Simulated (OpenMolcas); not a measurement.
# Tb³⁺ among point charges: CASSCF levels and susceptibility

Aim: the splitting of the states of Tb³⁺ in the field of 6 point charges, its lowest levels with spin-orbit coupling and its magnetic susceptibility.

The numbers are computed with OpenMolcas 26.06 (state-averaged CASSCF, spin-orbit coupling by RASSI with atomic mean-field integrals), except any that are marked as measured or tabulated.

### Step 1. The atom as given

```
Species                           : Tb³⁺ (terbium, Z = 65, 62 electrons)
Basis                             : ANO-RCC-VDZP [7s6p4d2f1g], 68 functions
Scalar Hamiltonian                : DKH2, point nucleus
Inactive shells                   : 1s 2s 2p 3s 3p 3d 4s 4p 4d 5s 5p
Active space                      : 8 electrons in 7 orbitals (4f)
Some configurations of this space : 4f8
Orbitals                          : optimised for the highest spin of each parity, averaged over all roots
```

The outer shells:

4f8
```
4f [↑↓][↑ ][↑ ][↑ ][↑ ][↑ ][↑ ]
```

The ion sits among 6 point charges of -0.5 e arranged as a trigonal antiprism (D3d), 2.69 Å from the ion, with a polar angle of 59.7° against the regular 54.74°.

The work runs as a chain of OpenMolcas steps in one folder; each step below is one input file. Labels, J, g values, rates, χT and fits are worked out afterwards by a script from the matrices that RASSI stores. The input lists half of the charges; inversion (Group=XYZ) makes the rest.

### Step 2. One- and two-electron integrals

File a.inp:

```
&GATEWAY
Coord
1

Tb 0.0 0.0 0.0
Basis=ANO-RCC-VDZP
Group=XYZ
NoMove
AngMom=0.0 0.0 0.0
AMFI
XField
3 Angstrom 0
0.000000 2.321629 1.358727 -0.500000
2.010590 -1.160815 1.358727 -0.500000
2.010590 1.160815 -1.358727 -0.500000
&SEWARD
```

Run with:

```sh
OMP_NUM_THREADS=1 MOLCAS_MEM=2252 MOLCAS_PROJECT=a pymolcas a.inp > a.log
```

### Step 3. Reference wave functions, septets of even parity, 7 roots

File a.inp:

```
&RASSCF
FileOrb=start.orb
Symmetry=1
Spin=7
nActEl=8 0 0
Inactive=15 12
Ras2=0 7
CIRoot=7 7 1
SDav=7
CIMx=300
Iter=120 100
PrWF=0.3
OrbListing=Nothing
MaxOrb=0
>>> COPY $Project.JobIph JOB001
```

start.orb holds the contracted functions of the basis, ordered by shell, or the orbitals of the step before.

### Step 4. CASSCF: quintets of even parity, 140 roots

File a.inp:

```
&RASSCF
FileOrb=start.orb
Symmetry=1
Spin=5
nActEl=8 0 0
Inactive=15 12
Ras2=0 7
CIRoot=140 140 1
SDav=140
CIMx=300
Iter=120 100
PrWF=0.3
OrbListing=Nothing
MaxOrb=0
CIOnly
>>> COPY $Project.JobIph JOB002
```

### Step 5. CASSCF: triplets of even parity, 162 roots

File a.inp:

```
&RASSCF
FileOrb=start.orb
Symmetry=1
Spin=3
nActEl=8 0 0
Inactive=15 12
Ras2=0 7
CIRoot=162 162 1
SDav=588
CIMx=300
Iter=120 100
PrWF=0.3
OrbListing=Nothing
MaxOrb=0
CIOnly
>>> COPY $Project.JobIph JOB003
```

### Step 6. State interaction with spin-orbit coupling

File a.inp:

```
&RASSI
NrOfJobIphs=2 7 62
1 2 3 4 5 6 7
1 2 3 4 5 6 7 8 9 10 11 12 13 14 15 16 17 18 19 20 21 22 23 24 25 26 27
28 29 30 31 32 33 34 35 36 37 38 39 40 41 42 43 44 45 46 47 48 49 50 51
52 53 54 55 56 57 58 59 60 61 62
IphNames
JOB001
JOB002
EJob
SpinOrbit
DIPRint=1.0
SOCoupling=1000.0
Subsets=2
Property=9
'ANGMOM' 1 'ANGMOM' 2 'ANGMOM' 3 'MLTPL  1' 1 'MLTPL  1' 2 'MLTPL  1' 3
'AMFI' 1 'AMFI' 2 'AMFI' 3
SOProperty=3
'ANGMOM' 1 'ANGMOM' 2 'ANGMOM' 3
```

What does the calculation give? Wanted: spin-free ground state; first state of the same spin within the active space; lowest level; next level.

**Answer**, as computed:

| quantity | value |
| --- | --- |
| method | CASSCF |
| spin-free ground state | 7A2, 1-fold in its orbital part |
| first state of the same spin within the active space | 7E at 47.5 cm⁻¹ |
| lowest level | 1-fold A1 |
| next level | 8.0 cm⁻¹ |
| χT at 300 K | 11.78 cm³ K/mol |
| effective moment at 300 K | 9.71 μB |

The spin-free ground state (7A2) comes to 100 % from free-ion F terms and keeps the highest spin of the shell. The quintets, triplets rest on orbitals optimised for another spin in at least one step, which raises them against the optimised states. Not all states of the active space went into the spin-orbit step. High states of lower spin are left out of the spin-orbit mixing, and CASSCF puts spin-flip levels too high. This is an electrostatic model: the charges have no orbitals.
